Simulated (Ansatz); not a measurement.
# CH₄ClFO₂Sn: up Jacob's ladder to CCSD(T)

One table from this session's results is given with a row withheld; the runs are named, their logs left out.

Computed with Ansatz 0.2.0, Gaussian basis. Level: functionals in def2-TZVPP, the program's frozen cores in correlated methods.

The runs, in order: LDA (SPW92), PBE-D4, revPBE-D4, BLYP-D4, r2SCAN-D4, B97M-V, PBE0-D4, B3LYP-D4, r2SCANh-D4, r2SCAN0-D4, HSE06-D4, BHLYP-D4, CAM-B3LYP-D4, LC-ωPBE, ωB97X-V, ωB97M-V, B2PLYP, PBE-QIDH; CCSD(T)/def2-SVP; CCSD(T)/def2-TZVPP; MP2/def2-QZVPP; extrapolation to the limit; RPA on PBE.

### The geometry

The geometry comes from an earlier relaxation with PBE0-D4 in a triple-zeta def2 set; it is a stationary point, not always the lowest conformer. Sn takes the def2 core potential; no spin-orbit term is included.

10 atoms, charge 0, spin multiplicity 1.

Atoms are counted from 1 here; the program's logs count them from 0.

Bond lengths: C1–O2 1.418 Å, C1–H7 1.095 Å, C1–H8 1.096 Å, C1–H9 1.092 Å, O2–Sn3 1.924 Å, Sn3–O4 1.934 Å, Sn3–F5 1.894 Å, Sn3–Cl6 2.300 Å, O4–H10 0.962 Å. Angles: O2–C1–H7 112.0°, O2–C1–H8 112.1°, O2–C1–H9 106.9°, H7–C1–H8 109.0°, H7–C1–H9 108.4°, H8–C1–H9 108.3°, C1–O2–Sn3 120.6°, O2–Sn3–O4 110.1°, O2–Sn3–F5 105.4°, O2–Sn3–Cl6 113.3°, O4–Sn3–F5 109.6°, O4–Sn3–Cl6 110.5°, F5–Sn3–Cl6 107.8°, Sn3–O4–H10 113.4°.

Set-up of the first run:

Contents of in.yaml:

```yaml
crystal:
  periodic: [false, false, false]
  atoms:
    - {symbol: C, position_ang: [-1.618382, -0.600790, 0.416980]}
    - {symbol: O, position_ang: [-0.385292, -0.364938, 1.076182]}
    - {symbol: Sn, position_ang: [1.072404, 0.486143, 0.153670]}
    - {symbol: O, position_ang: [1.709744, -0.649762, -1.275573]}
    - {symbol: F, position_ang: [2.435850, 0.697275, 1.451457]}
    - {symbol: Cl, position_ang: [0.541741, 2.573861, -0.652179]}
    - {symbol: H, position_ang: [-1.506058, -1.283355, -0.432016]}
    - {symbol: H, position_ang: [-2.083575, 0.327844, 0.068037]}
    - {symbol: H, position_ang: [-2.285265, -1.064075, 1.146684]}
    - {symbol: H, position_ang: [2.202031, -0.173301, -1.950542]}
basis:
  gaussian: {orbitals: def2-TZVPP}
hamiltonian: {xc: lda}
output: {orbitals: {seedname: orbitals}}
```

The run is started by

```
> ansatz run in.yaml --threads 2 --pin off --events-out ev --progress --plain --max-ram 20480MiB --backend cuda --devices 0, --max-vram 18GiB
```

Steps of the session up to this table: LDA; PBE-D4 (GGA); revPBE-D4 (GGA); BLYP-D4 (GGA); r2SCAN-D4 (meta-GGA); B97M-V (meta-GGA); B3LYP-D4 (hybrid); r2SCANh-D4 (hybrid); r2SCAN0-D4 (hybrid); HSE06-D4 (hybrid); BHLYP-D4 (hybrid); CAM-B3LYP-D4 (range-separated); LC-ωPBE (range-separated); ωB97X-V (range-separated); ωB97M-V (range-separated); B2PLYP (double hybrid); PBE-QIDH (double hybrid).

One table of the session follows, with a row left open; its other results are not shown here.

It belongs to the step «Orbital energies across the functionals». 

| functional | HOMO (eV) | LUMO (eV) | gap (eV) |
| --- | --- | --- | --- |
| LDA (SPW92) | -7.23 | -3.69 | 3.54 |
| PBE-D4 | ? | ? | ? |
| revPBE-D4 | -7.00 | -3.19 | 3.82 |
| BLYP-D4 | -6.99 | -3.29 | 3.70 |
| r2SCAN-D4 | -7.43 | -3.11 | 4.32 |
| B97M-V | -7.54 | -3.09 | 4.45 |
| PBE0-D4 | -8.70 | -2.36 | 6.34 |
| B3LYP-D4 | -8.46 | -2.70 | 5.76 |
| r2SCANh-D4 | -8.04 | -2.76 | 5.28 |
| r2SCAN0-D4 | -8.96 | -2.23 | 6.73 |
| HSE06-D4 | -8.29 | -2.73 | 5.56 |
| BHLYP-D4 | -10.29 | -1.38 | 8.91 |
| CAM-B3LYP-D4 | -10.18 | -1.36 | 8.82 |
| LC-ωPBE | -11.53 | -0.01 | 11.52 |
| ωB97X-V | -11.20 | -0.16 | 11.03 |
| ωB97M-V | -11.12 | -0.30 | 10.82 |

Estimate the missing values for PBE-D4.

**Answer.** HOMO (eV): -7.07; LUMO (eV): -3.32; gap (eV): 3.74. In the column «HOMO (eV)» it lies between LDA (SPW92) (-7.23) and revPBE-D4 (-7.00).
